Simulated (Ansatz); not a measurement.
Write a Python script for the Ansatz DFT code, driven from Python that makes a single point from a YAML input of MgZn₂O₃, space group P-3m1. Use: LDA, PAW, cutoff 510 eV, 6×6×3 k-points, fixed occupations.

```
Mg Zn O
1.0
     3.05260    0.00000    0.00000
    -1.52630    2.64363    0.00000
     0.00000    0.00000    7.45204
Mg Zn O
1 2 3
Cartesian
  0.0000 0.0000 0.0000
  0.0000 1.7624 4.9811
  1.5263 0.8812 2.4710
  0.0000 1.7624 1.1975
  1.5263 0.8812 6.2545
  0.0000 0.0000 3.7260
```

`mgzn2o3_yaml_run.py`:
```python
'''MgZn2O3 from YAML text.'''

import ansatz as az
import pandas as pd

INPUT = '''
crystal:
  lattice:
    - [3.052599, 0.0, 0.0]
    - [-1.5263, 2.643628, 0.0]
    - [0.0, 0.0, 7.452043]
  atoms:
    - { symbol: Mg, position: [0.0, 0.0, 0.0] }
    - { symbol: Zn, position: [0.333333, 0.666667, 0.668416] }
    - { symbol: Zn, position: [0.666667, 0.333333, 0.331584] }
    - { symbol: O, position: [0.333333, 0.666667, 0.1607] }
    - { symbol: O, position: [0.666667, 0.333333, 0.8393] }
    - { symbol: O, position: [0.0, 0.0, 0.5] }
kpoints:
  mp_grid: { kspacing: 0.4 }
hamiltonian:
  xc: lda
scf:
  occupations: { method: fixed }
basis:
  ecutwfc: 510
output:
  forces: true
  stress: true
'''

planned = az.Session.from_yaml(INPUT).plan(threads=1, pin='off')
result = planned.execute()
r = result.report

energy = r['free_energy_ev']
print('MgZn2O3: {:.6f} eV = {:.6f} Ry = {:.6f} Ha'.format(energy, energy / 13.605693, energy / 27.211386))
print('Fermi level {:.4f} eV, {} k-points, {} symmetry operations'.format(r['fermi_energy_ev'], r['n_kpoints'], r['n_symmetry_ops']))

# forces in eV per angstrom
table = pd.DataFrame(r['forces_ev_ang'], columns=['fx', 'fy', 'fz'])
table.insert(0, 'atom', [site['symbol'] for site in r['lattice']['sites']])
print(table.round(4).to_string())
```

Running `python mgzn2o3_yaml_run.py` prints:
```text
DeckWarning: the atoms were moved onto the symmetric positions of the space group found under crystal.symmetry.tolerance 1.0e-5 (fractional; no operation is sought that the atoms, as they stand in a round, miss by more than twice it, and no atom is moved by as much as it), and the run uses the moved positions. Before a round's move an operation carried an atom to 3.05e-6 Å from where it should land, the largest such distance. Atom 1 (counting from 0) moved farthest, by 1.76e-6 Å; the longest [...]
MgZn2O3: -10063.390504 eV = -739.645566 Ry = -369.822783 Ha
Fermi level 8.4716 eV, 17 k-points, 12 symmetry operations
  atom   fx   fy      fz
0   Mg  0.0 -0.0 -0.0000
1   Zn  0.0  0.0  0.0101
2   Zn -0.0 -0.0 -0.0101
3    O  0.0  0.0  0.2046
4    O -0.0 -0.0 -0.2046
5    O -0.0 -0.0  0.0000
```
(Warnings from the package without file and line, shortened.)

Caveats:
- Absolute energies stand on the zero of these potentials, so only differences at equal settings mean something. A total without «per atom» is that of the cell as typed.
- Under fixed occupations the level called the Fermi level is the highest filled one on the SCF mesh; off the mesh a filled band can lie a little above it.
- The zero of the levels is a convention of the potentials, so an absolute Fermi energy is no work function.
- At these settings the cell as given stands under about -14 GPa, so it isn't at this functional's equilibrium volume.
- The structure comes from a database of computed cells and needn't be a stable or known phase.
- Finished in 2.5 s on 1 thread of Arm Neoverse V2, on a shared host, peak memory 0.43 GiB.
